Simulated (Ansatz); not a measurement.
Runs of Ansatz 0.2.0 on TiH5. The cell holds a sheet with vacuum, 6 atoms: a = 3.058 Å, b = 3.058 Å, c = 30.887 Å, α = 90.00°, β = 90.00°, γ = 120.00°. The cell was built by a generator and needn't be a form met in nature.

```tsv
task	level	cell	cutoff (eV)	basis error allowed	gap on the mesh (eV)	largest force (eV/Å)	work function (eV)
projected density of states	PBE	as given	300	0.002 eV/atom	-	0.01	6.05
single point	PBE	as given	330	0.001 eV/atom	none	0.01	6.05
single point	PBEsol	as given	299	0.002 eV/atom	none	0.05	5.99
single point	LDA	as given	297	0.002 eV/atom	none	0.11	(a)
```

Alike in all rows: potentials or basis all-electron LAPW, scalar-relativistic; no spin polarisation; k mesh 10 × 10 × 1; smearing fermi-dirac 0.05 eV.

Problem. Fill in the values left out.

Solution. (a) 6.09.

A k mesh can miss the band edges.

A gap of «none» marks a metal or a gap under the smearing width.

Not every run made on this cell is shown here.
